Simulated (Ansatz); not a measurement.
# C2H6Cl2Si: the cost of one run

All numbers below are computed with Ansatz 0.2.0 (RKS PBE0/def2-mTZVP).

1 further run of the same task is left out (it didn't finish).

## (1) Starting point

Bond lengths: C1–Si2 1.785 Å, Si2–C3 1.848 Å, C3–Cl4 1.687 Å, C3–Cl5 1.780 Å, C1–H6 1.141 Å, C1–H7 1.118 Å, C1–H8 1.072 Å, Si2–H9 1.516 Å, Si2–H10 1.498 Å, C3–H11 1.115 Å. Angles (14 of 18 angles, heavy atoms first): C1–Si2–C3 113.2°, Si2–C3–Cl4 111.5°, Si2–C3–Cl5 110.6°, Cl4–C3–Cl5 111.6°, C1–Si2–H9 107.7°, C1–Si2–H10 108.5°, C3–Si2–H9 112.1°, C3–Si2–H10 111.7°, Si2–C1–H6 114.2°, Si2–C1–H7 113.2°, Si2–C1–H8 114.5°, Si2–C3–H11 109.1°, Cl4–C3–H11 106.3°, Cl5–C3–H11 107.6°.

As a file:

```xyz
11

C    -0.9233    1.0791    0.5092
Si    0.4954   -0.0029    0.5540
C     0.5869   -1.1443   -0.8964
Cl   -0.7402   -2.1848   -0.9493
Cl    0.7570   -0.2231   -2.4099
H    -0.9533    1.7743   -0.3952
H    -0.9672    1.7832    1.3762
H    -1.8681    0.5728    0.4783
H     0.4592   -0.7547    1.8700
H     1.7308    0.8359    0.6776
H     1.4881   -1.7925   -0.7938
```

## (2) Relaxing end A

input.yaml

```yaml
crystal:
  periodic: [false, false, false]
  atoms:
    - { symbol: C, position_ang: [-0.9233, 1.0791, 0.5092] }
    - { symbol: Si, position_ang: [0.4954, -0.0029, 0.554] }
    - { symbol: C, position_ang: [0.5869, -1.1443, -0.8964] }
    - { symbol: Cl, position_ang: [-0.7402, -2.1848, -0.9493] }
    - { symbol: Cl, position_ang: [0.757, -0.2231, -2.4099] }
    - { symbol: H, position_ang: [-0.9533, 1.7743, -0.3952] }
    - { symbol: H, position_ang: [-0.9672, 1.7832, 1.3762] }
    - { symbol: H, position_ang: [-1.8681, 0.5728, 0.4783] }
    - { symbol: H, position_ang: [0.4592, -0.7547, 1.87] }
    - { symbol: H, position_ang: [1.7308, 0.8359, 0.6776] }
    - { symbol: H, position_ang: [1.4881, -1.7925, -0.7938] }
basis:
  gaussian: { orbitals: def2-mTZVP }
hamiltonian:
  xc: pbe0
relax:
  f_tol: 0.015
  max_steps: 40
```

Launch:

```sh
> ansatz run input.yaml --threads 2 --pin off --max-ram 3072MiB --backend cpu --events-out ev --progress --plain --runs-dir out
```

Q: Estimate wall time and peak memory on 2 threads of AMD EPYC 9R45 (Zen 5), shared host.

About 11 s, with a peak of 0.32 GiB.
